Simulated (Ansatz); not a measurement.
# InB2As3: the band gap up the ladder of functionals

One table from this session's results is given with a row withheld; the runs are named, their logs left out.

The runs shown are made with Ansatz 0.2.0. PAW datasets, plane waves. All values are calculated for a non-magnetic cell, which may be hypothetical.

### The structure to begin with

The cell was relaxed beforehand with r2SCAN.

Space group Imm2 (No. 44), orthorhombic; conventional cell a = 3.617 Å, b = 11.004 Å, c = 5.331 Å, 17.68 Å³ an atom. Around B lie 4 As at 2.10–2.16 Å; around As lie 3 B at 2.10–2.16 Å and 1 In at 2.60 Å; around In lie 4 As at 2.55–2.60 Å; around As lie 2 B at 2.10 Å and 2 In at 2.55 Å.

The structure in full:

```xyz
6
Lattice="-1.8083 5.5019 2.6656 1.8083 -5.5019 2.6656 1.8083 5.5019 -2.6656" Properties=species:S:1:pos:R:3 pbc="T T T"
B     1.8083    1.9067    2.6827
As    0.0000    2.1260    1.5210
B     0.0000    3.5952    0.0171
As    1.8083    3.3759   -1.1446
In    0.0000    0.0000    0.0287
As    0.0000    5.5019    0.8936
```

The first run:

File input.yaml:

```yaml
crystal:
  lattice:
    - [-1.808337588, 5.5019372834, 2.6656198009]
    - [1.808337588, -5.5019372834, 2.6656198009]
    - [1.808337588, 5.5019372834, -2.6656198009]
  atoms:
    - { symbol: B, position: [0.6764810349, 1.0032059198, 0.6732751151] }
    - { symbol: As, position: [0.478502269, 0.2852973799, 0.1932048891] }
    - { symbol: B, position: [0.3299308048, 0.0032059198, 0.3267248849] }
    - { symbol: As, position: [0.0920924908, 0.2852973799, 0.8067951109] }
    - { symbol: In, position: [0.0053777812, 0.0053777812, 0.0] }
    - { symbol: As, position: [0.6676156193, 0.1676156193, 0.5] }
kpoints:
  mp_grid: { grid: [8, 8, 8] }
  band_path:
    path:
      - [[0.0, 0.0, 0.0], [0.5, -0.5, 0.5], [0.277006465974, -0.277006465974, 0.722993534026]]
      - [[-0.277006465974, 0.277006465974, 0.277006465974], [0.0, 0.0, 0.0], [0.3086820327109, 0.3086820327109, -0.3086820327109]]
      - [[0.6913179672891, -0.3086820327109, 0.3086820327109], [0.5, -0.5, 0.5]]
      - [[0.0, 0.0, 0.0], [-1.258395637739e-17, 0.5, 1.258395637739e-17], [0.25, 0.25, 0.25], [0.5, 2.275554008332e-17, 1.258395637739e-17], [0.0, 0.0, 0.0], [-2.619403686551e-17, 2.619403686551e-17, 0.5], [0.25, 0.25, 0.25]]
    npoints: 10
hamiltonian:
  xc: pbe
scf:
  occupations: { method: fermi_dirac, width: 0.02 }
  n_extra_bands: 5
output:
  forces: true
  stress: true
  eigenvalues: true
```

Command:

```sh
> ansatz run input.yaml --threads 4 --pin off --max-ram 6451MiB --backend cpu --events-out ev --progress --plain --runs-dir out
```

Steps of the session up to this table: PBE band path; r2SCAN; HSE06 at the same geometry; PBE+SOC at the same geometry.

One of the session's tables, all rows but one given; the rest of the session is left out.

```
  level  gap (eV)
    PBE      0.10
 r2SCAN      0.35
  HSE06         ?
PBE+SOC      0.09
```

Q: Estimate the row for HSE06 from the others.

The run gave: gap (eV): 0.70. In the column «gap (eV)» it is the highest.

Meshes: PBE 8×8×8, r2SCAN 8×8×8, HSE06 6×6×6, PBE+SOC 8×8×8

PBE reaches 15 % of the HSE06 value, and r2SCAN 51 %.

To keep in mind: Warnings in the runs' records: stress scf threshold loose, stress exchange threshold loose.
